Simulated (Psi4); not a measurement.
**Si2H4F2 (SMILES F[SiH2][SiH2]F): B3LYP/6-31G(d) (spherical functions)**

What is the energy change on altering one bond length of Si2H4F2 at B3LYP/6-31G* (spherical functions)? 

Program for the calculation: Psi4 1.11.

2 further runs of the same task are left out: 2 set aside as unsound or not needed.

## Step 1: The molecule

Si2H4F2: 8 atoms, total charge 0, spin state singlet. As SMILES, `F[SiH2][SiH2]F`. The coordinates come from a PBE0-D4/def2-TZVP relaxation. This is one conformer, not always the lowest.

Bond lengths: F1–Si2 1.605 Å, Si2–Si3 2.350 Å, Si3–F4 1.605 Å, Si2–H5 1.485 Å, Si2–H6 1.487 Å, Si3–H7 1.487 Å, Si3–H8 1.485 Å. Some angles: F1–Si2–Si3 110.4°, Si2–Si3–F4 110.4°, F1–Si2–H5 108.0°, F1–Si2–H6 108.1°, Si3–Si2–H5 111.7°, Si3–Si2–H6 109.2°, Si2–Si3–H7 109.2°, Si2–Si3–H8 111.7°, F4–Si3–H7 108.1°, F4–Si3–H8 108.0°.

## Step 2: Energy and gradient at B3LYP/6-31G(d) (spherical functions)

Contents of calc.py:

```python
import psi4

psi4.set_memory(2200000000)
psi4.set_num_threads(1)
psi4.core.set_output_file('f2h4si2.out', False)

molecule = psi4.geometry("""
0 1
F
Si 1 1.604767
Si 2 2.349795 1 110.37254
F 3 1.604801 2 110.37389 1 69.08474
H 2 1.485348 1 108.04679 3 122.43957
H 2 1.48738 5 109.31878 1 -117.38206
H 3 1.487365 4 108.06599 2 -119.37581
H 3 1.485256 7 109.31945 4 117.36461
units angstrom
symmetry c1
no_reorient
no_com
""")

psi4.set_options({
    'basis': '6-31G*',
    'reference': 'rks',
    'puream': True,
    'e_convergence': 1e-09,
    'd_convergence': 1e-08,
    'scf_type': 'pk',
    'dft_radial_points': 99,
    'dft_spherical_points': 590,
})

e_tot, wfn = psi4.gradient('b3lyp', return_wfn=True)
psi4.oeprop(wfn, 'QUADRUPOLE', 'LOWDIN_CHARGES', 'MAYER_INDICES')
print('gradient / Eh bohr^-1')
print(e_tot.np.round(6))
print(f'energy = {wfn.energy():.10f} Eh')
for k, v in sorted(psi4.core.scalar_variables().items()):
    print(f'{k:45s} {v:18.10f}')
```

On the command line:

```sh
python calc.py
```

f2h4si2.out, shortened:

```text
[...]
  Running in c1 symmetry.
[...]
  Nuclear repulsion =  221.605023149629432
[...]
  Multiplicity = 1
[...]
  Nalpha       = 25
  Nbeta        = 25
[...]
    Number of basis functions: 72
[...]
   @RKS iter   1:  -781.07882507548254   -5.39448e-01   6.89285e-03 DIIS/ADIIS
[...]
   @RKS iter  10:  -781.16753077106409   -4.09273e-12   8.53705e-09 DIIS
[...]
    Orbital Energies [Eh]
    ---------------------
    Doubly Occupied:
       1A    -66.156513     2A    -66.156490     3A    -24.683435
       4A    -24.683417     5A     -5.316158     6A     -5.316127
       7A     -3.676161     8A     -3.676104     9A     -3.673077
      10A     -3.673033    11A     -3.672998    12A     -3.672567
      13A     -1.180321    14A     -1.179729    15A     -0.582798
      16A     -0.538347    17A     -0.457875    18A     -0.450433
      19A     -0.445601    20A     -0.440404    21A     -0.438543
      22A     -0.415542    23A     -0.351374    24A     -0.347589
      25A     -0.294843
[...]
  @RKS Final Energy:  -781.16753077106409
   => Energetics <=
    Nuclear Repulsion Energy =            221.6050231496294316
    One-Electron Energy =               -1525.4757900110166702
    Two-Electron Energy =                 574.6771167360233221
    DFT Exchange-Correlation Energy =     -51.9738806457001701
    Empirical Dispersion Energy =           0.0000000000000000
    VV10 Nonlocal Energy =                  0.0000000000000000
    Total Energy =                       -781.1675307710640936
[...]
  -Total Gradient:
     Atom            X                  Y                   Z
    ------   -----------------  -----------------  -----------------
       1        0.000169277602     0.000029767306     0.012638655749
       2        0.000225341404     0.001211573336    -0.009393970207
       3        0.007704175850    -0.005248774783    -0.001479544053
       4       -0.011118046146     0.005505670905     0.002298336578
       5       -0.000619231477    -0.000541223506    -0.001467727187
       6        0.000768689473    -0.000513630694    -0.001425162054
       7        0.001144802987    -0.000454744647    -0.001180212500
       8        0.001706670570     0.000020630021     0.000034483661
[...]
 Multipole Moments:
 ------------------------------------------------------------------------------------
     Multipole            Electronic (a.u.)      Nuclear  (a.u.)        Total (a.u.)
 ------------------------------------------------------------------------------------
 L = 1.  Multiply by 2.5417464519 to convert [e a0] to [Debye]
 Dipole X            :          2.6411602           -3.0426810           -0.4015208
 Dipole Y            :         -1.3358218            1.5388745            0.2030527
 Dipole Z            :         -3.5972796            4.1438687            0.5465891
 Magnitude           :                                                    0.7079611
 L = 2.  Multiply by 1.3450342976 to convert [e a0^2] to [Debye ang]
 Quadrupole XX       :        -97.7139303           69.2137809          -28.5001494
 Quadrupole XY       :         70.5775515          -69.1869853            1.3905661
[...]
```

The script printed:

```text
gradient / Eh bohr^-1
[[ 1.6900e-04  3.0000e-05  1.2639e-02]
 [ 2.2500e-04  1.2120e-03 -9.3940e-03]
 [ 7.7040e-03 -5.2490e-03 -1.4800e-03]
 [-1.1118e-02  5.5060e-03  2.2980e-03]
 [-6.1900e-04 -5.4100e-04 -1.4680e-03]
 [ 7.6900e-04 -5.1400e-04 -1.4250e-03]
 [ 1.1450e-03 -4.5500e-04 -1.1800e-03]
 [ 1.7070e-03  2.1000e-05  3.4000e-05]]
energy = -781.1675307711 Eh
CURRENT ENERGY                                   -781.1675307711
CURRENT REFERENCE ENERGY                         -781.1675307711
DD SOLVATION ENERGY                                 0.0000000000
DFT FUNCTIONAL TOTAL ENERGY                      -781.1675307711
DFT TOTAL ENERGY                                 -781.1675307711
DFT VV10 ENERGY                                     0.0000000000
DFT XC ENERGY                                     -51.9738806457
GRID ELECTRONS ALPHA                               24.9999997490
GRID ELECTRONS BETA                                24.9999997490
GRID ELECTRONS TOTAL                               49.9999994979
NUCLEAR REPULSION ENERGY                          221.6050231496
ONE-ELECTRON ENERGY                             -1525.4757900110
PCM POLARIZATION ENERGY                             0.0000000000
PE ENERGY                                           0.0000000000
SCF ITERATION ENERGY                             -781.1675307711
SCF ITERATIONS                                     10.0000000000
SCF TOTAL ENERGY                                 -781.1675307711
TWO-ELECTRON ENERGY                               574.6771167360
XC GRID RADIAL POINTS                              99.0000000000
XC GRID SPHERICAL POINTS                          590.0000000000
XC GRID TOTAL POINTS                           444796.0000000000
```

Wall time 23 s (1 thread of Intel Xeon Platinum 8259CL at 2.50GHz (Skylake/Cascade Lake), shared host); peak memory 0.99 GiB.

## Step 3: The distorted shape: the energy at B3LYP/6-31G(d) (spherical functions)

Contents of f2h4si2.py:

```python
import psi4

psi4.set_memory('2200 MB')
psi4.set_num_threads(1)
psi4.core.set_output_file('output.dat', False)

mol = psi4.geometry("""
0 1
F
Si 1 1.604767
Si 2 2.349795 1 110.37254
F 3 1.604801 2 110.37389 1 69.08474
H 2 1.485348 1 108.04679 3 122.43957
H 2 1.48738 5 109.31878 1 -117.38206
H 3 1.487365 4 108.06599 2 -119.37581
H 3 1.708 7 109.31945 4 117.36462
units angstrom
symmetry c1
""")

psi4.set_options({
    'basis': '6-31G*',
    'puream': True,
    'e_convergence': 1e-09,
    'd_convergence': 1e-08,
    'scf_type': 'pk',
    'dft_radial_points': 99,
    'dft_spherical_points': 590,
})

e, wfn = psi4.energy("b3lyp", return_wfn=True)
psi4.oeprop(wfn, "DIPOLE", "MAYER_INDICES", "WIBERG_LOWDIN_INDICES")
print(f'b3lyp energy: {e:.10f} Eh')
```

On the command line:

```sh
python f2h4si2.py
```

output.dat, shortened:

```text
[...]
  Running in c1 symmetry.
[...]
  Nuclear repulsion =  220.650980286012015
[...]
  Multiplicity = 1
[...]
  Nalpha       = 25
  Nbeta        = 25
[...]
    Number of basis functions: 72
[...]
   @RKS iter   1:  -781.06657188611871   -5.78695e-01   6.90649e-03 DIIS/ADIIS
[...]
   @RKS iter  11:  -781.15579837392772    0.00000e+00   1.92317e-09 DIIS
[...]
    Orbital Energies [Eh]
    ---------------------
    Doubly Occupied:
       1A    -66.170882     2A    -66.160246     3A    -24.688641
       4A    -24.685354     5A     -5.327001     6A     -5.319717
       7A     -3.687050     8A     -3.684313     9A     -3.683736
      10A     -3.679679    11A     -3.676580    12A     -3.676463
      13A     -1.184672    14A     -1.181820    15A     -0.582754
      16A     -0.538041    17A     -0.460279    18A     -0.449535
      19A     -0.447993    20A     -0.443458    21A     -0.438608
      22A     -0.415882    23A     -0.352388    24A     -0.337603
      25A     -0.295923
[...]
  @RKS Final Energy:  -781.15579837392772
   => Energetics <=
    Nuclear Repulsion Energy =            220.6509802860120146
    One-Electron Energy =               -1523.3947522852392922
    Two-Electron Energy =                 573.5205806909158355
    DFT Exchange-Correlation Energy =     -51.9326070656163310
    Empirical Dispersion Energy =           0.0000000000000000
    VV10 Nonlocal Energy =                  0.0000000000000000
    Total Energy =                       -781.1557983739277233
[...]
 Multipole Moments:
 ------------------------------------------------------------------------------------
     Multipole            Electronic (a.u.)      Nuclear  (a.u.)        Total (a.u.)
 ------------------------------------------------------------------------------------
 L = 1.  Multiply by 2.5417464519 to convert [e a0] to [Debye]
 Dipole X            :          2.8966903           -3.1906186           -0.2939283
 Dipole Y            :         -1.1159725            1.4264470            0.3104745
 Dipole Z            :         -3.4566279            4.0585860            0.6019581
 Magnitude           :                                                    0.7383372
[...]
```

On the terminal:

```text
b3lyp energy: -781.1557983739 Eh
```

Run time: 17 s. Hardware: 1 thread of Intel Xeon Platinum 8259CL at 2.50GHz (Skylake/Cascade Lake), shared host; peak memory 0.99 GiB.

## Step 4: Results

At B3LYP/6-31G* (spherical functions):

```
                                                          quantity          value
                                         first shape: total energy  -781.16753 Eh
                                        first shape: dipole moment         1.80 D
                                          first shape: HOMO energy       -8.02 eV
                                          first shape: LUMO energy       -0.73 eV
                                        first shape: HOMO–LUMO gap        7.29 eV
                             first shape: largest force on an atom     0.650 eV/Å
                                     distorted shape: total energy  -781.15580 Eh
                                    distorted shape: dipole moment         1.88 D
                                      distorted shape: HOMO energy       -8.05 eV
                                      distorted shape: LUMO energy       -0.81 eV
                                    distorted shape: HOMO–LUMO gap        7.24 eV
energy change with the Si3–H8 bond stretched from 1.485 to 1.708 Å       0.319 eV
```

**Reading.** With the Si3–H8 bond stretched from 1.485 to 1.708 Å the energy rises by 0.32 eV (7.4 kcal/mol). The first shape isn't relaxed at this level, so the change isn't measured from a minimum. The largest force (first shape) is 0.65 eV/Å: the shape isn't a stationary point for this species at this level.
